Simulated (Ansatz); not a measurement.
# SnBrF3: a ladder of functionals and wavefunction methods

An exercise on one series of results from a longer session: the logs are not shown, and one member is left open.

Computed with Ansatz 0.2.0, Gaussian basis. Level: functionals in def2-TZVPP, the program's frozen cores in correlated methods.

The runs, in order: LDA (SPW92), PBE-D4, revPBE-D4, BLYP-D4, r2SCAN-D4, B97M-V, PBE0-D4, B3LYP-D4, r2SCANh-D4, r2SCAN0-D4, HSE06-D4, BHLYP-D4, CAM-B3LYP-D4, LC-ωPBE, ωB97X-V, ωB97M-V, B2PLYP, PBE-QIDH; CCSD(T)/def2-SVP; CCSD(T)/def2-TZVPP; MP2/def2-QZVPP; extrapolation to the limit; RPA on PBE.

## The geometry

An earlier PBE0-D4 in a triple-zeta def2 set relaxation fixed the geometry. Sn takes the def2 core potential; no spin-orbit term is included.

SMILES `[F][Sn]([F])([F])[Br]`, 5 atoms, charge 0, spin multiplicity 1.

Atoms are counted from 1 here; the program's logs count them from 0.

Bond lengths: F1–Sn2 1.884 Å, Sn2–F3 1.884 Å, Sn2–F4 1.884 Å, Sn2–Br5 2.407 Å. Angles: F1–Sn2–F3 106.5°, F1–Sn2–F4 106.5°, F1–Sn2–Br5 112.3°, F3–Sn2–F4 106.5°, F3–Sn2–Br5 112.3°, F4–Sn2–Br5 112.3°.

The first run:

The input, in.yaml:

```yaml
crystal:
  periodic: [false, false, false]
  atoms:
    - {symbol: F, position_ang: [-0.940364, -0.486159, 1.573639]}
    - {symbol: Sn, position_ang: [0.012695, -0.066265, 0.003603]}
    - {symbol: F, position_ang: [1.784710, -0.642587, 0.281828]}
    - {symbol: F, position_ang: [-0.696621, -1.153891, -1.361511]}
    - {symbol: Br, position_ang: [-0.110620, 2.275202, -0.539057]}
basis:
  gaussian: {orbitals: def2-TZVPP}
hamiltonian: {xc: lda}
output: {orbitals: {seedname: orbitals}}
```

Started as:

```console
> ansatz run in.yaml --threads 4 --pin off --events-out ev --progress --plain --max-ram 10444MiB
```

Among the steps run: LDA; PBE-D4 (GGA); revPBE-D4 (GGA); BLYP-D4 (GGA); r2SCAN-D4 (meta-GGA); B97M-V (meta-GGA); B3LYP-D4 (hybrid); r2SCANh-D4 (hybrid); r2SCAN0-D4 (hybrid); HSE06-D4 (hybrid); BHLYP-D4 (hybrid); CAM-B3LYP-D4 (range-separated); LC-ωPBE (range-separated); ωB97X-V (range-separated); ωB97M-V (range-separated); B2PLYP (double hybrid); PBE-QIDH (double hybrid).

One of the session's tables, all rows but one given; the rest of the session is left out.

It belongs to the step «Frontier levels by functional». 

| functional | HOMO (eV) | LUMO (eV) | gap (eV) |
| --- | --- | --- | --- |
| LDA (SPW92) | -8.75 | -4.78 | 3.98 |
| PBE-D4 | -8.55 | -4.36 | 4.18 |
| revPBE-D4 | -8.47 | -4.22 | 4.26 |
| BLYP-D4 | -8.38 | -4.33 | 4.04 |
| r2SCAN-D4 | -8.93 | -4.18 | 4.75 |
| B97M-V | -8.97 | -4.11 | 4.86 |
| PBE0-D4 | -9.94 | -3.44 | 6.50 |
| B3LYP-D4 | ? | ? | ? |
| r2SCANh-D4 | -9.44 | -3.85 | 5.59 |
| r2SCAN0-D4 | -10.20 | -3.34 | 6.86 |
| HSE06-D4 | -9.54 | -3.82 | 5.72 |
| BHLYP-D4 | -11.16 | -2.50 | 8.67 |
| CAM-B3LYP-D4 | -11.31 | -2.46 | 8.84 |
| LC-ωPBE | -12.72 | -1.11 | 11.61 |
| ωB97X-V | -12.34 | -1.23 | 11.10 |
| ωB97M-V | -12.20 | -1.34 | 10.86 |

**Question.** Estimate the row for B3LYP-D4.

Worked estimate for «HOMO (eV)». Against the share of exact exchange, BLYP-D4 (0, -8.38), BHLYP-D4 (0.5, -11.16) give a slope of -5.56 per unit share; at 0.2 the line stands at -9.49.

The run gave: HOMO (eV): -9.66; LUMO (eV): -3.79; gap (eV): 5.87. In «HOMO (eV)» the line misses by +0.17.
